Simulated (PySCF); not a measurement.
# C₃H₈Si: geometry, spin-spin couplings

What spin-spin couplings should C₃H₈Si (`[SiH3]C1CC1`) show?

The runs use PySCF 2.14.0, with density-fitted response routines of our own; the level of theory stands in each step. All values are computed, except where a source is named. Atoms count from 0, in the outputs and in this text.

## 1. The molecule as given

12 atoms, charge 0, multiplicity 1; geometry from: GFN2-xTB. The atoms were then displaced at random by about 0.01 Å, so the start is not that level's minimum.

Bonds of the start (Å): Si0–C1 1.90, C1–C2 1.52, C2–C3 1.50, C3–C1 1.48, Si0–H4 1.46, Si0–H5 1.43, Si0–H6 1.48, C1–H7 1.08, C2–H8 1.08, C2–H9 1.06, C3–H10 1.11, C3–H11 1.07.

## 2. Optimising the geometry at PBE0-D3(BJ)/def2-SVP

The job: settings as JSON, then the geometry in Å.

```
{"job": {"xc": "PBE0", "basis": "def2-SVP", "d3": "d3bj", "grid": 1, "shake": 0.01, "kind": "geom"}, "charge": 0, "multiplicity": 1}
Si     1.679690    -0.156800    -0.326120
C      0.004900    -0.147840     0.574740
C     -1.261820    -0.587010    -0.137430
C     -1.025260     0.855420     0.220190
H      2.541550     0.852560     0.277270
H      2.258280    -1.458780    -0.252190
H      1.439860     0.221960    -1.732710
H      0.072310    -0.400550     1.623320
H     -1.970840    -1.157080     0.442330
H     -1.173670    -0.869240    -1.158870
H     -1.666620     1.265660     1.029930
H     -0.858690     1.553440    -0.569470
```

Run with:

```sh
OMP_NUM_THREADS=1 python probes_run.py task.json out
```

One launch serves the whole session: the jobs run in the order shown.

**Question.** This job is followed by: B3LYP/6-31G* indirect spin-spin coupling, non-relativistic, gas phase. Predict these results of the whole session: point group; rotational constants (main isotopes); largest coupling of the table (B3LYP/6-31G*).

The runs gave:

| quantity | value |
| --- | --- |
| point group | Cs |
| rotational constants (main isotopes) | 14.11, 3.53, 3.31 GHz |
| largest coupling of the table (B3LYP/6-31G*) | ¹J(Si,H) Si0–H4, -175.6 Hz (mean over like pairs) |

In words: The start of the PBE0/def2-SVP relaxation was shaken at random by about 0.01 Å, so part of the energy gained, and of the first lengths quoted, undoes that. The optimisation took 3 steps and gained 0.152 eV; among the close pairs (by a distance rule), Si0–H5 changed most, from 1.427 to 1.496 Å. No frequency check was run at this level, so the end point may be a saddle. In the run at B3LYP/6-31G*, the largest coupling of the table is Si0–H4 (mean over like pairs), -175.6 Hz, of which the Fermi-contact term gives -175.9 Hz. Couplings across rotatable bonds belong to this one conformer; where others are populated, the observed values are averages. Couplings from bases without tight functions are rough.
